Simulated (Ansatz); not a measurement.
# C₂H₄AlN: how energies converge with the basis set

The task here is to estimate one member of a computed series from the others.

The runs use Ansatz 0.2.0, Gaussian basis; one geometry, several basis sets.

Levels to be run: PBE0-D4/def2-SVP; ωB97M-V/def2-SVP; PBE0-D4/def2-QZVPP; ωB97M-V/def2-QZVPP; the functionals' def2-TZVPP values are taken from earlier runs.

1 further run of the same task is left out (it didn't finish).

### The geometry

All runs share one geometry, relaxed beforehand with PBE0-D4 in a triple-zeta def2 set.

8 atoms, charge 0, spin multiplicity 1.

Atoms are counted from 1 here; the program's logs count them from 0.

Bond lengths: C1–C2 1.210 Å, C1–H5 1.067 Å, C2–Al3 1.908 Å, Al3–N4 1.761 Å, Al3–H6 1.576 Å, N4–H7 1.007 Å, N4–H8 1.007 Å. Angles: C2–C1–H5 180.0°, C1–C2–Al3 178.8°, C2–Al3–N4 117.4°, C2–Al3–H6 122.6°, N4–Al3–H6 120.0°, Al3–N4–H7 124.6°, Al3–N4–H8 124.9°, H7–N4–H8 110.5°.

The first run:

Input file in.yaml:

```yaml
crystal:
  periodic: [false, false, false]
  atoms:
    - {symbol: C, position_ang: [1.086520, 1.958167, -1.131732]}
    - {symbol: C, position_ang: [0.551279, 1.162973, -0.392639]}
    - {symbol: Al, position_ang: [-0.292767, -0.063630, 0.799900]}
    - {symbol: N, position_ang: [-0.635574, -1.680102, 0.191089]}
    - {symbol: H, position_ang: [1.558191, 2.658593, -1.783391]}
    - {symbol: H, position_ang: [-0.681870, 0.320361, 2.277869]}
    - {symbol: H, position_ang: [-0.417713, -1.999818, -0.738763]}
    - {symbol: H, position_ang: [-1.075966, -2.413644, 0.721870]}
basis:
  gaussian: {orbitals: def2-SVP}
hamiltonian: {xc: pbe0, dispersion: d4}
output: {orbitals: {seedname: orbitals}}
```

Command:

```
ansatz run in.yaml --threads 2 --pin off --events-out ev --progress --plain --max-ram 4352MiB
```

Among the steps run: PBE0-D4 in def2-SVP; ωB97M-V in def2-SVP; PBE0-D4 in def2-QZVPP; ωB97M-V in def2-QZVPP.

One of the session's tables, all rows but one given; the rest of the session is left out.

It belongs to the step «Density functionals: the series». 

```
functional       basis  HOMO (eV)
   PBE0-D4    def2-SVP      -7.38
   PBE0-D4  def2-TZVPP      -7.56
   PBE0-D4  def2-QZVPP          ?
   ωB97M-V    def2-SVP      -9.73
   ωB97M-V  def2-TZVPP      -9.92
   ωB97M-V  def2-QZVPP      -9.97
```

**Question.** Estimate the row for PBE0-D4, def2-QZVPP.

The run gave: HOMO (eV): -7.60. In the column «HOMO (eV)» it lies between ωB97M-V, def2-SVP (-9.73) and PBE0-D4, def2-TZVPP (-7.56).
